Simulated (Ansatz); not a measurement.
# Sn2TeO: the cost of one run

Program: Ansatz 0.2.0. Level of theory: DFT PBE, scalar-relativistic, plane waves, PAW. These are calculated values, not measurements.

## Step 1: The starting structure

It takes space group P6/mmm (No. 191, hexagonal). The conventional cell has a = 4.009 Å, b = 4.009 Å, c = 8.727 Å, α = 90.00°, β = 90.00°, γ = 120.00°. Sn (site symmetry 6mm) is surrounded by 1 Te at 1.69 Å. Te (site symmetry 6/mmm) has 2 Sn at 1.69 Å as nearest neighbours. O (site symmetry 6/mmm) is surrounded by 2 Sn at 2.67 Å.

Coordinates:

```xyz
4
Lattice="4.0095 0.0000 0.0000 -2.0047 3.4723 0.0000 0.0000 0.0000 8.7273" Properties=species:S:1:pos:R:3 pbc="T T T"
Sn    0.0000    0.0000    6.0560
Sn    0.0000    0.0000    2.6712
Te    0.0000    0.0000    4.3636
O     0.0000    0.0000    0.0000
```

A structure generator made this guess: random cell by space group and Wyckoff sites (P6/mmm, No. 191). The dimensions are guesses.

## Step 2: The guess as it stands, on a coarse mesh

File input.yaml:

```yaml
crystal:
  lattice:
    - [4.00946986, 0.0, 0.0]
    - [-2.00473493, 3.47230276, 0.0]
    - [0.0, 0.0, 8.72728751]
  atoms:
    - { symbol: Sn, position: [0.0, 0.0, 0.69392121] }
    - { symbol: Sn, position: [0.0, 0.0, 0.30607879] }
    - { symbol: Te, position: [0.0, 0.0, 0.5] }
    - { symbol: O, position: [0.0, 0.0, 0.0] }
basis:
  ecutwfc: 420
kpoints:
  mp_grid: { grid: [6, 6, 2] }
hamiltonian:
  xc: pbe
scf:
  occupations: { method: gaussian, width: 0.1 }
  lower_state_search: "off"
output:
  forces: true
  stress: true
  eigenvalues: true
```

On the command line:

```bash
> ansatz run input.yaml --threads 1 --pin off --max-ram 2560MiB --backend cpu --events-out ev --progress --plain --runs-dir out
```

Q: Estimate wall time and peak memory on 1 thread of Arm Neoverse V1, shared host.

About 4.3 s, with a peak of 0.38 GiB.
